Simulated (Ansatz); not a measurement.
**AgI: small, medium and large basis sets**

An exercise on one series of results from a longer session: the logs are not shown, and one member is left open.

The runs use Ansatz 0.2.0, Gaussian basis; one geometry, several basis sets.

The runs, in order: PBE0-D4/def2-SVP; ωB97M-V/def2-SVP; PBE0-D4/def2-QZVPP; ωB97M-V/def2-QZVPP; the functionals' def2-TZVPP values are taken from earlier runs.

### Structure used throughout

An earlier PBE0-D4 in a triple-zeta def2 set relaxation fixed the geometry. Ag, I take the def2 core potential; no spin-orbit term is included.

SMILES `[Ag][I]`, 2 atoms, charge 0, spin multiplicity 1.

Atoms are counted from 1 here; the program's logs count them from 0.

Bond lengths: Ag1–I2 2.565 Å.

The first run:

Contents of in.yaml:

```yaml
crystal:
  periodic: [false, false, false]
  atoms:
    - {symbol: Ag, position_ang: [-0.000000, 0.000000, -0.010353]}
    - {symbol: I, position_ang: [0.000000, -0.000000, 2.554974]}
basis:
  gaussian: {orbitals: def2-SVP}
hamiltonian: {xc: pbe0, dispersion: d4}
output: {orbitals: {seedname: orbitals}}
```

Command:

```bash
$ ansatz run in.yaml --threads 4 --pin off --events-out ev --progress --plain --max-ram 10444MiB
```

Among the steps run: PBE0-D4 in def2-SVP; ωB97M-V in def2-SVP; PBE0-D4 in def2-QZVPP; ωB97M-V in def2-QZVPP.

One of the session's tables, all rows but one given; the rest of the session is left out.

It belongs to the step «Density functionals: the series». 

```
functional       basis  HOMO (eV)  LUMO (eV)
   PBE0-D4    def2-SVP      -6.73      -3.09
   PBE0-D4  def2-TZVPP      -6.80      -3.09
   PBE0-D4  def2-QZVPP          ?          ?
   ωB97M-V    def2-SVP      -8.72      -1.47
   ωB97M-V  def2-TZVPP      -8.81      -1.49
   ωB97M-V  def2-QZVPP      -8.84      -1.52
```

Q: Estimate the row for PBE0-D4, def2-QZVPP from the others.

The run gave: HOMO (eV): -6.83; LUMO (eV): -3.10. In the column «HOMO (eV)» it lies between ωB97M-V, def2-SVP (-8.72) and PBE0-D4, def2-TZVPP (-6.80).
